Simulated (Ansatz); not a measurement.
**revPBE0-D4/pcseg-1 (accuracy low, start density atoms) run of C3H9Ga (trimethylgallium (TMGa))**

Aim: a geometry optimisation of C3H9Ga (trimethylgallium (TMGa)). 

The calculation is run with Ansatz 0.2.0.

10 further runs of the same task are left out: 2 for a known fault of the program, 2 that didn't finish, 6 set aside as unsound or not needed. Runs told in other sessions of the task aren't counted.

### 1 The molecule

C3H9Ga: 13 atoms, total charge 0, spin state singlet. SMILES: `C[Ga](C)C`. The shape is that of a PBE0-D4/def2-TZVP optimisation. The run starts from this shape.

Bond lengths: C1–Ga2 1.976 Å, Ga2–C3 1.976 Å, Ga2–C4 1.976 Å, C1–H5 1.092 Å, C1–H6 1.096 Å, C1–H7 1.092 Å, C3–H8 1.092 Å, C3–H9 1.092 Å, C3–H10 1.096 Å, C4–H11 1.092 Å, C4–H12 1.096 Å, C4–H13 1.092 Å. Some angles: C1–Ga2–C3 119.7°, C1–Ga2–C4 120.1°, C3–Ga2–C4 120.1°, Ga2–C1–H5 111.9°, Ga2–C1–H6 109.2°, Ga2–C1–H7 112.2°, Ga2–C3–H8 111.9°, Ga2–C3–H9 112.2°, Ga2–C3–H10 109.2°, Ga2–C4–H11 112.0°.

### 2 A structure relaxation at revPBE0-D4/pcseg-1 (accuracy low, start density atoms)

Input file run.yaml:

```yaml
basis:
  gaussian: {orbitals: pcseg-1.json}
crystal:
  periodic: [false, false, false]
  atoms:
    - {symbol: C, position_ang: [-0.386610, 1.662740, -0.990030]}
    - {symbol: Ga, position_ang: [0.030950, -0.015220, -0.033330]}
    - {symbol: C, position_ang: [1.404300, -0.017040, 1.387570]}
    - {symbol: C, position_ang: [-0.984810, -1.662120, -0.433110]}
    - {symbol: H, position_ang: [0.495980, 2.295540, -1.105570]}
    - {symbol: H, position_ang: [-1.118900, 2.235600, -0.410630]}
    - {symbol: H, position_ang: [-0.822360, 1.479540, -1.974110]}
    - {symbol: H, position_ang: [2.207150, 0.693340, 1.179140]}
    - {symbol: H, position_ang: [1.838150, -1.007150, 1.540450]}
    - {symbol: H, position_ang: [0.944020, 0.286540, 2.334210]}
    - {symbol: H, position_ang: [-1.317660, -1.695390, -1.472580]}
    - {symbol: H, position_ang: [-1.882270, -1.692900, 0.194460]}
    - {symbol: H, position_ang: [-0.407960, -2.563490, -0.216480]}
output: {orbitals: {seedname: orbitals}}
relax: {escape_saddle: false}
hamiltonian: {xc: {name: revPBE0}, dispersion: d4}
magnetization: {spin_polarized: false}
accuracy: low
```

The basis set pcseg-1 is read from a file made from the Basis Set Exchange's data (not shown).

Launch:

```sh
ansatz run run.yaml --threads 1 --pin off --max-ram 3480MiB --events-out events.jsonl --progress --plain --runs-dir runs
```

The log of the run:

```text
Warning: RAYON_NUM_THREADS=1 ignored (pool sized by the plan → 1); use --threads N
The last accepted step is kept in runs//last_step.txt (removed where the run ends without a failure and the disk answers)
Functional definition: revPBE0
  name "revPBE0"
  parameter a = 0.25
  parameter kappa = 1.245
  parameter beta = 0.06672455060314922
  exchange = (1 - a)*pbe_x(kappa = kappa, mu = beta*pi^2/3) + a*exact_x
  correlation = pbe_c(beta = beta)
1264 factors; integrals over basis functions are off by at most 3.2e-4 eV
mean field evaluation 1: about -55611.0616 eV, gradient 7.5e1 eV
mean field evaluation 2: about -55608.4313 eV, gradient 7.7e1 eV
mean field evaluation 4: about -55624.4644 eV, gradient 3.4e-1 eV
mean field evaluation 8: about -55624.5250 eV, gradient 3.0e-2 eV
mean field -55624.52496624 eV, -2044.1635888523 hartree, gradient 6.8e-6 eV, S^2 0.000000; 0 other end points of the search recorded, 0 dependent functions left out
the calculation of the forces begins
reference -55624.52500304 eV, -2044.1635902047 hartree; 29, 29 occupied and 85, 85 virtual orbitals, 1264 factors
relax step   1: F+E_penalty+E_count = -55625.03927005 eV  Δ(F+E_penalty+E_count) = +0.000e0 eV  max|allowed force component| = 1.697e-1 eV/Å  Δτ_max = 0.0000 Å  (25 SCF iters, accepted)
these checks for a lower state are left out or cut short: starts, cluster_reference, orbital_swaps, neighbouring_geometries, increment
1264 factors; integrals over basis functions are off by at most 3.3e-4 eV
mean field evaluation 16: about -55624.4709 eV, gradient 8.1e-1 eV
mean field -55624.53284696 eV, -2044.1638784632 hartree, gradient 8.6e-6 eV, S^2 0.000000; 0 other end points of the search recorded, 0 dependent functions left out
the calculation of the forces begins
reference -55624.53288380 eV, -2044.1638798171 hartree; 29, 29 occupied and 85, 85 virtual orbitals, 1264 factors
relax step   2: F+E_penalty+E_count = -55625.04532601 eV  Δ(F+E_penalty+E_count) = -6.056e-3 eV  max|allowed force component| = 4.724e-2 eV/Å  Δτ_max = 0.0116 Å  (29 SCF iters, accepted)
these checks for a lower state are left out or cut short: starts, cluster_reference, orbital_swaps, neighbouring_geometries, increment
1264 factors; integrals over basis functions are off by at most 3.3e-4 eV
mean field -55624.53400895 eV, -2044.1639211657 hartree, gradient 1.7e-5 eV, S^2 0.000000; 0 other end points of the search recorded, 0 dependent functions left out
the calculation of the forces begins
reference -55624.53404582 eV, -2044.1639225204 hartree; 29, 29 occupied and 85, 85 virtual orbitals, 1264 factors
relax step   3: F+E_penalty+E_count = -55625.04582784 eV  Δ(F+E_penalty+E_count) = -5.018e-4 eV  max|allowed force component| = 5.614e-3 eV/Å  Δτ_max = 0.0046 Å  (22 SCF iters, accepted)
1264 factors; integrals over basis functions are off by at most 3.3e-4 eV
mean field evaluation 32: about -55608.4341 eV, gradient 7.7e1 eV
mean field -55624.53400895 eV, -2044.1639211657 hartree, gradient 1.7e-5 eV, S^2 0.000000; 1 other end points of the search recorded, 0 dependent functions left out
the calculation of the forces begins
reference -55624.53404582 eV, -2044.1639225204 hartree; 29, 29 occupied and 85, 85 virtual orbitals, 1264 factors
Total energy: -55625.04586470 eV, -2044.1827315173 hartree
Atom 0 at    -0.388141     1.669849    -0.994157 Å, force    -0.001100     0.002205    -0.001764 eV/Å
Atom 1 at     0.031279    -0.015848    -0.033963 Å, force    -0.005614     0.001917     0.005576 eV/Å
Atom 2 at     1.410412    -0.016893     1.393372 Å, force     0.002142    -0.000056     0.001952 eV/Å
Atom 3 at    -0.988822    -1.669974    -0.435591 Å, force    -0.000848    -0.002666    -0.000669 eV/Å
Atom 4 at     0.497273     2.307312    -1.113812 Å, force     0.000416     0.000190    -0.000686 eV/Å
Atom 5 at    -1.121765     2.248876    -0.412346 Å, force     0.001748    -0.002217     0.000444 eV/Å
Atom 6 at    -0.829073     1.490470    -1.982646 Å, force     0.000286     0.000352    -0.000543 eV/Å
Atom 7 at     2.218725     0.696302     1.187181 Å, force     0.000694    -0.000162    -0.000142 eV/Å
Atom 8 at     1.848802    -1.010285     1.550747 Å, force     0.000758    -0.000165     0.000030 eV/Å
Atom 9 at     0.950407     0.288356     2.345851 Å, force    -0.000816    -0.000317    -0.002636 eV/Å
Atom 10 at    -1.323964    -1.707281    -1.479873 Å, force     0.000182    -0.000499    -0.000531 eV/Å
Atom 11 at    -1.892307    -1.702821     0.192660 Å, force     0.002049     0.001891    -0.000558 eV/Å
Atom 12 at    -0.412847    -2.578073    -0.217430 Å, force     0.000104    -0.000473    -0.000474 eV/Å
Dipole moment:    -0.013253     0.005925     0.013970 e Å
```

Run time: 37 s. Hardware: 1 thread of Intel Xeon Platinum 8259CL at 2.50GHz (Skylake/Cascade Lake), shared host.

The path in brief:

| step | energy from the first frame kept (eV) | largest force (eV/Å) |
| --- | --- | --- |
| 1 | 0.0000 | 0.1839 |
| 2 | -0.0061 | 0.0513 |
| 3 | -0.0066 | 0.0081 |

After the run. Bond lengths: C1–Ga2 1.985 Å, Ga2–C3 1.985 Å, Ga2–C4 1.984 Å, C1–H5 1.098 Å, C1–H6 1.101 Å, C1–H7 1.097 Å, C3–H8 1.098 Å, C3–H9 1.097 Å, C3–H10 1.101 Å, C4–H11 1.097 Å, C4–H12 1.101 Å, C4–H13 1.097 Å. Some angles: C1–Ga2–C3 119.7°, C1–Ga2–C4 120.1°, C3–Ga2–C4 120.2°, Ga2–C1–H5 112.1°, Ga2–C1–H6 109.4°, Ga2–C1–H7 112.5°, Ga2–C3–H8 112.1°, Ga2–C3–H9 112.4°, Ga2–C3–H10 109.4°, Ga2–C4–H11 112.2°.

### 3 What came out

At revPBE0-D4/pcseg-1 (accuracy low, start density atoms):

| quantity | value |
| --- | --- |
| total energy at the end | -2044.18273 Eh |
| dipole moment | 0.10 D |
| HOMO energy | -7.47 eV |
| LUMO energy | -0.51 eV |
| HOMO–LUMO gap | 6.96 eV |
| dispersion energy | -49.38 kJ/mol |

At the final geometry: Bond lengths: C1–Ga2 1.985 Å, Ga2–C3 1.985 Å, Ga2–C4 1.984 Å, C1–H5 1.098 Å, C1–H6 1.101 Å, C1–H7 1.097 Å, C3–H8 1.098 Å, C3–H9 1.097 Å, C3–H10 1.101 Å, C4–H11 1.097 Å, C4–H12 1.101 Å, C4–H13 1.097 Å. Some angles: C1–Ga2–C3 119.7°, C1–Ga2–C4 120.1°, C3–Ga2–C4 120.2°, Ga2–C1–H5 112.1°, Ga2–C1–H6 109.4°, Ga2–C1–H7 112.5°, Ga2–C3–H8 112.1°, Ga2–C3–H9 112.4°, Ga2–C3–H10 109.4°, Ga2–C4–H11 112.2°. The optimisation took 2 steps and changed the energy by -0.007 eV. Mulliken charges run from -0.59 on C1 to +0.68 on Ga2. The accuracy setting is loose, so the last digits carry no meaning.
